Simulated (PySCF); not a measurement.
# [YF2]+: other functionals and bases at one geometry

One table from this session's results is given with a row withheld; the runs are named, their logs left out.

Program: PySCF 2.14.0. Level of theory: several levels, as the steps say, no spin–orbit coupling. These are calculated values, not measurements.

1 further run of the same task is left out (for a known fault of the program).

**Starting geometry**

3 atoms, charge 1, spin multiplicity 1.

Bond lengths: Y1–F2 1.914 Å, Y1–F3 1.914 Å. Angles: F2–Y1–F3 111.2°.

Coordinates:

```xyz
3
F2Y
Y     0.00000    0.00000   -0.41422
F     1.57931    0.00000    0.66770
F    -1.57931    0.00000    0.66770
```

Formal oxidation states: Y +3. An earlier session relaxed this geometry at PBE0, Y def2-SVP with ECP28, F def2-SVP (singlet, point group C2v).

At PBE0 on the finer grid: E = -237.547199 Eh, HOMO -16.30 eV, LUMO -8.13 eV, Mulliken charge on Y1 +1.57 e, largest force component 0.037 eV/Å. 

Levels to run: revPBE; TPSS; PBE0, TZVP. Hardware: 2 threads of Arm Neoverse N1, shared host.

The first run:

run.py (the lines that set the calculation) reads:

```python
mol = gto.M(atom='''
Y      0.00000     0.00000    -0.41422
F      1.57931     0.00000     0.66770
F     -1.57931     0.00000     0.66770''',
    basis={'Y': 'def2-SVP', 'F': 'def2-SVP'},
    ecp={'Y': 'def2-SVP'},
    charge=1, spin=0)
mf = dft.RKS(mol, xc='PBE_R,PBE')
mf.grids.atom_grid = (75, 302)
mf = mf.density_fit()  # fitting sets: Y def2-universal-JKFIT, F def2-universal-JKFIT
mf.conv_tol = 1e-08; mf.max_cycle = 55
mf.kernel(dm0)  # dm0: the density of the relaxed state
```

Started as:

```console
> OMP_NUM_THREADS=2 python run.py
```

Steps of the session up to this table: revPBE; TPSS; PBE0, TZVP.

One of the session's tables, all rows but one given; the rest of the session is left out.

| level | HOMO (eV) | gap (eV) | charge on Y1 (e) | dipole (D) | largest force component (eV/Å) |
| --- | --- | --- | --- | --- | --- |
| PBE0 (relaxed here) | -16.30 | 8.17 | 1.57 | 6.78 | 0.04 |
| revPBE | ? | ? | ? | ? | ? |
| TPSS | -14.46 | 5.80 | 1.49 | 6.43 | 0.44 |
| PBE0, TZVP | -16.34 | 8.22 | 1.77 | 6.80 | 0.27 |

Estimate the missing values for revPBE.

As computed: HOMO (eV): -14.31; gap (eV): 5.47; charge on Y1 (e): 1.44; dipole (D): 6.29; largest force component (eV/Å): 0.61. In the column «HOMO (eV)» it is the highest.

The dipole of a charged species depends on the origin, so these sizes hold for this origin alone.

In one basis the HOMO–LUMO gap runs from 5.47 eV (revPBE) to 8.17 eV (PBE0). The largest leftover force, 0.61 eV/Å with revPBE, stands at a geometry relaxed at another level. Total energies of different levels can't be compared.
